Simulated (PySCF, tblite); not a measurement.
# C6H6F3N: geometry, infrared bands and NMR shifts

What infrared bands and NMR shifts should C6H6F3N (`C=C(CC(F)F)[C@H](F)C#N`) show?

Computed with tblite 0.8.0 and PySCF 2.14.0, with density-fitted response routines of our own, on a single molecule in the gas phase. Atoms are numbered from 0 throughout.

## Step 1: The starting structure

16 atoms, charge 0, multiplicity 1; geometry from: force field or distance geometry start.

Bonds of the start (Å): C0–C1 1.35, C1–C2 1.52, C2–C3 1.51, C3–F4 1.34, C3–F5 1.36, C1–C6 1.53, C6–F7 1.37, C6–C8 1.47, C8–N9 1.17, C0–H10 1.08, C0–H11 1.10, C2–H12 1.10, C2–H13 1.10, C3–H14 1.10, C6–H15 1.10.

## Step 2: Relaxing the molecule with GFN2-xTB

Job settings and geometry (Å):

```
{"job": {"kind": "relax", "xc": "GFN2-xTB", "basis": "xTB"}, "charge": 0, "multiplicity": 1}
C     -0.474000    -1.929500    -0.245600
C     -0.340000    -0.596400    -0.068200
C      0.700800     0.177500    -0.857200
C      1.865900     0.694300    -0.042400
F      2.745500     1.322400    -0.837500
F      1.424700     1.608200     0.858700
C     -1.175200     0.179800     0.944900
F     -1.932100    -0.677800     1.696600
C     -2.075300     1.128100     0.282000
N     -2.777100     1.895000    -0.250700
H      0.108200    -2.482100    -0.968600
H     -1.219900    -2.503700     0.320200
H      0.196200     1.033200    -1.338200
H      1.091700    -0.434000    -1.681900
H      2.386000    -0.102800     0.503000
H     -0.532800     0.696600     1.673500
```

Launch:

```sh
> OMP_NUM_THREADS=1 python probes_run.py task.json out
```

The driver reads the jobs from task.json and runs them one after another.

**Question.** This job is followed by: GFN2-xTB harmonic vibrations, gas phase; GIAO PBE0/pcSseg-1 NMR shielding, non-relativistic, gas phase. Predict these results of the whole session: strongest single infrared mode (GFN2-xTB); zero-point energy (GFN2-xTB); 13C shifts against TMS (PBE0/pcSseg-1); 1H shifts against TMS (PBE0/pcSseg-1); 19F shifts against CFCl3 (PBE0/pcSseg-1); 15N shifts against NH3 (PBE0/pcSseg-1).

As calculated:

| quantity | value |
| --- | --- |
| strongest single infrared mode (GFN2-xTB) | 1039 cm⁻¹, 142 km/mol |
| zero-point energy (GFN2-xTB) | 68.5 kcal/mol |
| 13C shifts against TMS (PBE0/pcSseg-1) | 144.4, 125.3, 124.6, 119.6, 82.4, 42.4 ppm |
| 1H shifts against TMS (PBE0/pcSseg-1) | 6.12, 6.00, 5.90, 5.86, 2.89, 2.74 ppm |
| 19F shifts against CFCl3 (PBE0/pcSseg-1) | -123.3, -137.5, -224.9 ppm |
| 15N shifts against NH3 (PBE0/pcSseg-1) | 314.9 ppm |

What this shows: Relaxing lowered the energy by 0.158 eV in 92 steps; the close pair that moved most is C0–C1, from 1.352 to 1.322 Å. No mode is imaginary among the 42: a minimum at this level. The strongest single mode, at 1039 cm⁻¹, moves mainly C3. Unscaled tight-binding wavenumbers are off by several per cent, some by more. Its intensities can rank the bands wrongly. C1 (fully substituted alkene carbon) lies farthest downfield among carbon, at 144.4 ppm; as expected for a trigonal carbon in a double bond. At PBE0/pcSseg-1: The widest tensor belongs to N9: span 495 ppm, with a paramagnetic part of -385 ppm.
